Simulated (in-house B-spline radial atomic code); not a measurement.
# Zn¹⁰⁺: ionisation energy by several methods

One table from this session's results is given with a row withheld; the runs are named, their logs left out.

The numbers are computed with in-house B-spline radial atomic code version 1 (scalar-relativistic (X2C), several functionals, spin-polarised; spherical all-electron atom at the radial basis limit), except any that are marked as measured or tabulated.

## The system

| Property | Result |
| --- | --- |
| element | zinc (Z = 30) |
| charge | +10 |
| electrons | 20 |
| configuration | [Ar] 3d2 |
| nucleus | Fermi, rms radius 3.928 fm |

The outer shells:

[Ar] 3d2
```
[Ar] core
3d [↑ ][↑ ][  ][  ][  ]
```

Where spins are not typed, each open shell is filled with up spins first.

The first run:

Settings of the run:

```ini
Z = 30
electrons = 20.0
configuration = [Ar] 3d2
hamiltonian = x2c
method = am05
spin_polarised = True
nucleus = fermi
rms_radius = 3.9283
mass_number = 64
atomic_mass = 63.929141776
speed_of_light = 137.035999084
```

Among the steps run: AM05; r2SCAN; BLYP; RPBE; PW91; revTPSS; M06-L; OLYP.

One of the session's tables, all rows but one given; the rest of the session is left out.

| method | ΔSCF (eV) |
| --- | --- |
| AM05 | 273.43 |
| BLYP | 273.38 |
| RPBE | ? |
| PW91 | 273.62 |
| OLYP | 274.43 |
| r2SCAN | 273.22 |
| revTPSS | 272.95 |
| M06-L | 273.20 |

**Question.** Estimate the row for RPBE.

As computed: ΔSCF (eV): 273.33. In the column «ΔSCF (eV)» it lies between r2SCAN (273.22) and BLYP (273.38).
